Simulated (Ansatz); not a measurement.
# CH3F3SSn: the cost of one run

Computed with Ansatz 0.2.0, Gaussian basis. Level: the settings change from run to run.

## Step 1: The molecule

The structure was relaxed beforehand with PBE0-D4 in a triple-zeta def2 set. Sn takes a core potential in def2 sets; no spin-orbit term is included.

SMILES `C[S][Sn]([F])([F])[F]`, 9 atoms, charge 0, spin multiplicity 1.

Atoms are counted from 1 here; the program's logs count them from 0.

Bond lengths: C1–S2 1.824 Å, C1–H7 1.088 Å, C1–H8 1.088 Å, C1–H9 1.090 Å, S2–Sn3 2.341 Å, Sn3–F4 1.896 Å, Sn3–F5 1.891 Å, Sn3–F6 1.897 Å. Angles: S2–C1–H7 111.5°, S2–C1–H8 111.4°, S2–C1–H9 104.7°, H7–C1–H8 111.0°, H7–C1–H9 109.0°, H8–C1–H9 109.0°, C1–S2–Sn3 98.4°, S2–Sn3–F4 113.8°, S2–Sn3–F5 113.7°, S2–Sn3–F6 113.2°, F4–Sn3–F5 106.2°, F4–Sn3–F6 102.7°, F5–Sn3–F6 106.4°.

## Step 2: BLYP/ANO-RCC-VTZP

Options: multiplicity 3, D3(BJ) with three-body dispersion.

in.yaml reads:

```yaml
crystal:
  periodic: [false, false, false]
  atoms:
    - {symbol: C, position_ang: [-0.051424, -1.405400, 0.888702]}
    - {symbol: S, position_ang: [1.320596, -0.676340, -0.067701]}
    - {symbol: Sn, position_ang: [0.215837, 1.234135, -0.847406]}
    - {symbol: F, position_ang: [-1.312369, 0.854871, -1.904328]}
    - {symbol: F, position_ang: [1.308296, 2.370485, -1.891123]}
    - {symbol: F, position_ang: [-0.497274, 2.306219, 0.545282]}
    - {symbol: H, position_ang: [-0.371744, -0.745218, 1.692382]}
    - {symbol: H, position_ang: [-0.888187, -1.670405, 0.245364]}
    - {symbol: H, position_ang: [0.364767, -2.314848, 1.321730]}
basis:
  gaussian: {orbitals: ANO-RCC-VTZP}
magnetization: {spin_polarized: true, initial_magnetization: 2}
hamiltonian: {xc: {name: BLYP}, dispersion: d3bjatm}
output: {forces: true}
```

Started as:

```console
ansatz run in.yaml --threads 4 --pin off --events-out ev --progress --plain --max-ram 11315MiB
```

**Question.** How long does this run take on 4 threads of Intel Xeon Platinum 8259CL at 2.50GHz, shared host, and how much memory does it need?

About 36 s, with a peak of 1.1 GiB.
